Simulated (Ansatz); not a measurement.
# Si7CO16: the cost of one run

Computed with Ansatz 0.2.0 (DFT, PBE, plane-wave PAW, default files, scalar-relativistic, as far as a step names no other, unless a step's input says otherwise).

### Step 1. The structure to begin with

The structure is monoclinic, space group C2 (No. 5). Conventional cell: a = 15.607 Å, b = 7.046 Å, c = 7.046 Å, α = 90.00°, β = 116.84°, γ = 90.00°. Around C (site symmetry 2) lie 4 O at 1.60 to 1.61 Å. Si (site symmetry 2) has 4 O at 1.60 to 1.61 Å as nearest neighbours. Si (site symmetry 1) is surrounded by 4 O at 1.60 to 1.61 Å. Around O (site symmetry 1) lie 1 C at 1.60 Å and 1 Si at 1.61 Å. O (site symmetry 1) has 2 Si at 1.60 to 1.61 Å as nearest neighbours. Only part of the 13 independent sites is listed.

As a file:

```cif
data_structure
_symmetry_space_group_name_H-M 'P 1'
_symmetry_Int_Tables_number 1
_cell_length_a 8.5618
_cell_length_b 8.5618
_cell_length_c 7.0456
_cell_angle_alpha 65.704
_cell_angle_beta 65.704
_cell_angle_gamma 48.593
_cell_volume 345.65
loop_
_atom_site_label
_atom_site_type_symbol
_atom_site_fract_x
_atom_site_fract_y
_atom_site_fract_z
_atom_site_occupancy
C1 C 0.00000 0.00000 0.29897 1
Si1 Si 0.50000 0.50000 0.79897 1
Si2 Si 0.42397 0.82603 0.37500 1
Si3 Si 0.92397 0.32603 0.87500 1
Si4 Si 0.25000 0.25000 0.45103 1
Si5 Si 0.75000 0.75000 0.95103 1
Si6 Si 0.07603 0.67397 0.12500 1
Si7 Si 0.57603 0.17397 0.62500 1
O1 O 0.02085 0.15727 0.08261 1
O2 O 0.52085 0.65728 0.58261 1
O3 O 0.38575 0.04238 0.35414 1
O4 O 0.88575 0.54239 0.85415 1
O5 O 0.40727 0.27086 0.48925 1
O6 O 0.90728 0.77085 0.98925 1
O7 O 0.29239 0.63575 0.96772 1
O8 O 0.79239 0.13575 0.46773 1
O9 O 0.11425 0.45761 0.28227 1
O10 O 0.61425 0.95761 0.78228 1
O11 O 0.09273 0.22914 0.66739 1
O12 O 0.59272 0.72915 0.16739 1
O13 O 0.20761 0.86425 0.39586 1
O14 O 0.70761 0.36425 0.89585 1
O15 O 0.47914 0.34273 0.76075 1
O16 O 0.97915 0.84272 0.26075 1
```

Atom 1 of the input is the impurity.

### Step 2. Single point at the given positions

input.yaml reads:

```yaml
crystal:
  lattice:
    - [0.0, 4.982, 6.963]
    - [4.982, 0.0, 6.963]
    - [4.982, 4.982, 0.0]
  atoms:
    - { symbol: C, position: [0.0, 0.0, 0.29897] }
    - { symbol: Si, position: [0.5, 0.5, 0.79897] }
    - { symbol: Si, position: [0.42397, 0.82603, 0.375] }
    - { symbol: Si, position: [0.92397, 0.32603, 0.875] }
    - { symbol: Si, position: [0.25, 0.25, 0.45103] }
    - { symbol: Si, position: [0.75, 0.75, 0.95103] }
    - { symbol: Si, position: [0.07603, 0.67397, 0.125] }
    - { symbol: Si, position: [0.57603, 0.17397, 0.625] }
    - { symbol: O, position: [0.020855, 0.157275, 0.082615] }
    - { symbol: O, position: [0.520855, 0.657275, 0.582615] }
    - { symbol: O, position: [0.385745, 0.042385, 0.354145] }
    - { symbol: O, position: [0.885745, 0.542385, 0.854145] }
    - { symbol: O, position: [0.407275, 0.270855, 0.489255] }
    - { symbol: O, position: [0.907275, 0.770855, 0.989255] }
    - { symbol: O, position: [0.292385, 0.635745, 0.967725] }
    - { symbol: O, position: [0.792385, 0.135745, 0.467725] }
    - { symbol: O, position: [0.114255, 0.457615, 0.282275] }
    - { symbol: O, position: [0.614255, 0.957615, 0.782275] }
    - { symbol: O, position: [0.092725, 0.229145, 0.667385] }
    - { symbol: O, position: [0.592725, 0.729145, 0.167385] }
    - { symbol: O, position: [0.207615, 0.864255, 0.395855] }
    - { symbol: O, position: [0.707615, 0.364255, 0.895855] }
    - { symbol: O, position: [0.479145, 0.342725, 0.760745] }
    - { symbol: O, position: [0.979145, 0.842725, 0.260745] }
kpoints:
  mp_grid: { grid: [3, 3, 3] }
scf:
  occupations: { method: fermi_dirac, width: 0.01 }
hamiltonian:
  xc: pbe
  pseudopotentials: { kind: paw }
output:
  forces: true
  stress: true
  populations: true
  efg: { quadrupole_moments_barn: { O: -0.02558 }, contact_densities: true }
```

Run with:

```
$ ansatz run input.yaml --threads 1 --pin off --max-ram 3072MiB --backend cpu --events-out ev --progress --plain --runs-dir out
```

Q: Estimate wall time and peak memory on 1 thread of Arm Neoverse V1, shared host.

About 61 s, with a peak of 0.67 GiB.
